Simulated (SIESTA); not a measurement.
The system is Mg3GaO4.

```xyz
8
Lattice="4.3635 0.0000 0.0000 0.0000 4.3635 0.0000 0.0000 0.0000 4.3635" Properties=species:S:1:pos:R:3 pbc="T T T"
Ga    0.0000    0.0000    0.0000
Mg    2.1817    2.1817    0.0000
Mg    2.1817    0.0000    2.1817
Mg    0.0000    2.1817    2.1817
O     0.0000    2.1817    0.0000
O     0.0000    0.0000    2.1817
O     2.1817    2.1817    2.1817
O     2.1817    0.0000    0.0000
```

The cell comes from a database or a generator and needn't be the stable form of this composition.

| Quantity | Value |
| --- | --- |
| Program | SIESTA 5.4.2 |
| Task | single point |
| Functional | PBE |
| Potentials or basis | PseudoDojo 0.4 standard (PBE files) |
| Basis | DZP (energy shift 0.003 Ry; two zetas on semicore shells) |
| Grid cutoff | 800 Ry |
| Energy shift | 0.003 Ry |
| k mesh | 6 × 6 × 6 |
| Occupations | fermi-dirac, width 0.05 eV |
| Spin | no spin polarisation |

On this cell: pressure 2.7 GPa; largest force zero by symmetry; band gap on the k mesh none (metal or under the smearing width).

The same run follows on a disturbed copy (atoms moved at random, drawn with an rms of 0.05 Å):

```
CELL_PARAMETERS angstrom
4.36349 0.00000 0.00000
0.00000 4.36349 0.00000
0.00000 0.00000 4.36349
ATOMIC_POSITIONS crystal
Ga 0.01135 0.00912 0.00395
Mg 0.51677 0.50345 0.99084
Mg 0.49821 0.97716 0.50365
Mg 0.99394 0.49069 0.49542
O 0.99280 0.50461 0.98546
O 0.99734 0.00451 0.51214
O 0.50938 0.51233 0.49674
O 0.49615 0.99481 0.99666
```

Problem. What changes?

Solution. The energy (extrapolated to zero smearing) moves by +18.9 meV/atom; pressure 3.7 GPa; largest force 0.898 eV/Å; band gap on the k mesh none (metal or under the smearing width).

Forces on the atoms (eV/Å):
```
Ga  -0.193 -0.253 -0.167
Mg  -0.547 -0.202  0.185
Mg   0.103  0.871 -0.195
Mg   0.333  0.291 -0.039
O    0.528 -0.076  0.426
O    0.173 -0.161 -0.224
O   -0.409 -0.756 -0.149
O    0.013  0.274  0.153
```

Stress tensor (GPa, compression positive):
```
 3.61 -0.14  0.02
-0.14  4.41 -0.06
 0.02 -0.06  2.98
```

Caveats: the basis of atomic orbitals isn't converged, which shifts pressures, moduli and gaps; an odd number of electrons without spin polarisation forces a metal; a magnetic or distorted state may lie lower.
